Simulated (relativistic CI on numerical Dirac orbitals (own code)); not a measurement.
# Sm XXXV (Sm³⁴⁺): levels and lines

The task is the spectrum of Sm³⁴⁺: levels, purity of their labels, lifetimes and lines; runs with one setting changed show what the result hangs on.

The numbers are computed with relativistic CI on numerical Dirac orbitals (own code) version 2 (Dirac-Coulomb-Breit CI, KLI orbitals optimised for each configuration, model QED (radiative potential, 1s self-energy scaled to tabulated hydrogen-like ionisation energies)), except any that are marked as measured or tabulated.

## (1) The atom as given

```
ion                       : Sm³⁴⁺ (Sm XXXV)
nuclear charge            : 62
electrons                 : 28
isotope                   : A = 152
first configuration typed : [Ar] 3d10
```

The outer shells:

first configuration typed
```
[Ar] core
3d [↑↓][↑↓][↑↓][↑↓][↑↓]
```

## (2) The main run

Settings, as recorded:

```ini
atom Sm  Z=62  charge=34  electrons=28
nucleus A=152  rms_radius_fm=5.0819
hamiltonian dirac-coulomb  breit=on  qed=on  c_scale=1
orbitals kli  potential=per-configuration
slater_scale 1
correlation none
mixing on
configurations
  [Ar] 3d10
  [Ar] 3d9 4s
  [Ar] 3d9 4p
  [Ar] 3d9 4d
  [Ne] 3s2 3p5 3d10 4s
  [Ar] 3d9 4f
  [Ne] 3s2 3p5 3d10 4p
  [Ar] 3d8 4s2
  [Ar] 3d8 4s 4p
  [Ne] 3s2 3p5 3d10 4d
  [Ar] 3d9 5s
  [Ne] 3s 3p6 3d10 4s
  [Ar] 3d8 4p2
  [Ar] 3d9 5p
  [Ar] 3d8 4s 4d
  [Ne] 3s2 3p5 3d10 4f
end
```

## (3) Slater integrals scaled by 0.9

Settings: those of step 2 with these lines changed.

```diff
@@ -4,3 +4,3 @@
 orbitals kli  potential=per-configuration
-slater_scale 1
+slater_scale 0.9
 correlation none
```

## (4) Without QED terms

Settings: those of step 3 with these lines changed.

```diff
@@ -2,5 +2,5 @@
 nucleus A=152  rms_radius_fm=5.0819
-hamiltonian dirac-coulomb  breit=on  qed=on  c_scale=1
+hamiltonian dirac-coulomb  breit=on  qed=off  c_scale=1
 orbitals kli  potential=per-configuration
-slater_scale 0.9
+slater_scale 1
 correlation none
```

## (5) Without configuration mixing

Settings: those of step 4 with these lines changed.

```diff
@@ -2,3 +2,3 @@
 nucleus A=152  rms_radius_fm=5.0819
-hamiltonian dirac-coulomb  breit=on  qed=off  c_scale=1
+hamiltonian dirac-coulomb  breit=on  qed=on  c_scale=1
 orbitals kli  potential=per-configuration
@@ -6,3 +6,3 @@
 correlation none
-mixing on
+mixing off
 configurations
```

(Steps that only read results are left out.)

Before running it: what results should come out? Wanted: lowest level; first excitation; lowest level of the other parity; fastest E1 line; ionisation energy.

As calculated:

| run | time | mean size of shift, levels followed (cm⁻¹) | lowest level | ionisation energy (eV) |
| --- | --- | --- | --- | --- |
| main run | 1 s | 0 | 3d10 1S0 | 2371.4 |
| Slater integrals scaled by 0.9 | 0.96 s | 782 | 3d10 1S0 | 2371.4 |
| without QED terms | 0.64 s | 2701 | 3d10 1S0 | 2371.3 |
| without configuration mixing | 0.96 s | 1744 | 3d10 1S0 | - |

The tabulated theoretical ionisation energy (NIST) is 2371 eV.

```
                                                                        quantity                                    value
                                                                    lowest level                                 3d10 1S0
                                                                first excitation                    3d9 4s 3D3, 932.61 eV
                                                lowest level of the other parity  3d9 4p [3d5/2^5 4p1/2] J=2°, 1001.96 eV
                                                             levels in the model                                      455
fastest E1 line (by rate) to the lowest level among the lowest 200 of 455 levels              0.9330 nm, from 3d9 4f 1P°1
                                                               ionisation energy                                2371.4 eV
                                 ionisation energy, tabulated theoretical (NIST)                                  2371 eV
```

In words: The lowest level is 3d10 1S0, 100 % pure in LS and 100 % in jj coupling; over the low levels the means are 72 and 99 %, so jj coupling describes them better. The ionisation energy agrees with the tabulated theoretical value within its uncertainty of 5 eV. The largest mover is «without QED terms» (2701 cm⁻¹ on average). Lifetimes count radiative decay inside the model alone.
